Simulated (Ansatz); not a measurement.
**C4H12ClNOSeTi: a ladder of functionals and wavefunction methods**

An exercise on one series of results from a longer session: the logs are not shown, and one member is left open.

Computed with Ansatz 0.2.0, Gaussian basis. Level: functionals in def2-TZVPP, the program's frozen cores in correlated methods.

The runs, in order: LDA (SPW92), PBE-D4, revPBE-D4, BLYP-D4, r2SCAN-D4, B97M-V, PBE0-D4, B3LYP-D4, r2SCANh-D4, r2SCAN0-D4, HSE06-D4, BHLYP-D4, CAM-B3LYP-D4, LC-ωPBE, ωB97X-V, ωB97M-V, B2PLYP, PBE-QIDH; CCSD(T)/def2-SVP; CCSD(T)/def2-TZVPP; MP2/def2-QZVPP; extrapolation to the limit; RPA on PBE.

### The relaxed structure

All runs share one geometry, relaxed beforehand with PBE0-D4 in a triple-zeta def2 set.

21 atoms, charge 0, spin multiplicity 1.

Atoms are counted from 1 here; the program's logs count them from 0.

Bond lengths: C1–O2 1.392 Å, C1–H10 1.095 Å, C1–H11 1.094 Å, C1–H12 1.094 Å, O2–Ti3 1.758 Å, Ti3–Cl4 2.240 Å, Ti3–Se5 2.419 Å, Ti3–N7 1.849 Å, Se5–C6 1.966 Å, C6–H13 1.089 Å, C6–H14 1.089 Å, C6–H15 1.088 Å, N7–C8 1.439 Å, N7–C9 1.446 Å, C8–H16 1.098 Å, C8–H17 1.098 Å, C8–H18 1.090 Å, C9–H19 1.097 Å and more. Angles: O2–C1–H10 110.3°, O2–C1–H11 110.2°, O2–C1–H12 109.8°, H10–C1–H11 109.2°, H10–C1–H12 108.8°, H11–C1–H12 108.5°, C1–O2–Ti3 154.8°, O2–Ti3–Cl4 113.8°, O2–Ti3–Se5 107.6°, O2–Ti3–N7 109.0°, Cl4–Ti3–Se5 109.9°, Cl4–Ti3–N7 114.7°, Se5–Ti3–N7 101.0°, Ti3–Se5–C6 96.7°, Se5–C6–H13 107.1°, Se5–C6–H14 110.7°, Se5–C6–H15 109.7°, H13–C6–H14 109.2° and more.

The first run:

in.yaml reads:

```yaml
crystal:
  periodic: [false, false, false]
  atoms:
    - {symbol: C, position_ang: [0.885360, -1.599279, -2.260097]}
    - {symbol: O, position_ang: [0.057184, -1.152638, -1.233949]}
    - {symbol: Ti, position_ang: [-0.630677, 0.053074, -0.155472]}
    - {symbol: Cl, position_ang: [-2.772678, 0.540674, -0.595097]}
    - {symbol: Se, position_ang: [0.720612, 2.050700, -0.337957]}
    - {symbol: C, position_ang: [0.121602, 2.570319, -2.136912]}
    - {symbol: N, position_ang: [-0.292923, -0.440820, 1.593763]}
    - {symbol: C, position_ang: [0.538910, -1.502792, 2.095932]}
    - {symbol: C, position_ang: [-0.945314, 0.337183, 2.623786]}
    - {symbol: H, position_ang: [1.727812, -0.913104, -2.395437]}
    - {symbol: H, position_ang: [0.323304, -1.667230, -3.196448]}
    - {symbol: H, position_ang: [1.274770, -2.592148, -2.015469]}
    - {symbol: H, position_ang: [0.709098, 3.438151, -2.432263]}
    - {symbol: H, position_ang: [0.293456, 1.763071, -2.847006]}
    - {symbol: H, position_ang: [-0.935067, 2.828219, -2.111274]}
    - {symbol: H, position_ang: [-0.045643, -2.202582, 2.707386]}
    - {symbol: H, position_ang: [1.344476, -1.102176, 2.724677]}
    - {symbol: H, position_ang: [0.988298, -2.056133, 1.271428]}
    - {symbol: H, position_ang: [-0.205038, 0.813071, 3.278808]}
    - {symbol: H, position_ang: [-1.558077, 1.128816, 2.183731]}
    - {symbol: H, position_ang: [-1.599485, -0.294345, 3.237870]}
basis:
  gaussian: {orbitals: def2-TZVPP}
hamiltonian: {xc: lda}
output: {orbitals: {seedname: orbitals}}
```

Among the steps run: LDA; PBE-D4 (GGA); revPBE-D4 (GGA); BLYP-D4 (GGA); r2SCAN-D4 (meta-GGA); B97M-V (meta-GGA); PBE0-D4 (hybrid); B3LYP-D4 (hybrid); r2SCANh-D4 (hybrid); r2SCAN0-D4 (hybrid); HSE06-D4 (hybrid); BHLYP-D4 (hybrid); CAM-B3LYP-D4 (range-separated); LC-ωPBE (range-separated); ωB97X-V (range-separated); ωB97M-V (range-separated); B2PLYP (double hybrid); PBE-QIDH (double hybrid).

One table of the session follows, with a row left open; its other results are not shown here.

It belongs to the step «Orbital energies across the functionals». 

```
  functional  HOMO (eV)  LUMO (eV)  gap (eV)
 LDA (SPW92)      -5.47      -2.84      2.64
      PBE-D4      -5.32      -2.63      2.70
   revPBE-D4      -5.26      -2.55      2.71
     BLYP-D4      -5.16      -2.51      2.66
   r2SCAN-D4      -5.57      -2.57      3.00
      B97M-V      -5.65      -2.59      3.06
     PBE0-D4      -6.40      -1.73      4.68
    B3LYP-D4      -6.18      -1.96      4.22
  r2SCANh-D4      -5.96      -2.21      3.75
  r2SCAN0-D4      -6.57      -1.67      4.90
    HSE06-D4      -6.01      -2.10      3.91
    BHLYP-D4      -7.35      -0.63      6.73
CAM-B3LYP-D4      -7.63      -0.65      6.98
     LC-ωPBE          ?          ?         ?
     ωB97X-V      -8.62       0.38      9.00
     ωB97M-V      -8.50       0.36      8.86
```

Estimate the missing values for LC-ωPBE.

As computed: HOMO (eV): -8.92; LUMO (eV): 0.40; gap (eV): 9.32. In the column «HOMO (eV)» it is the lowest.
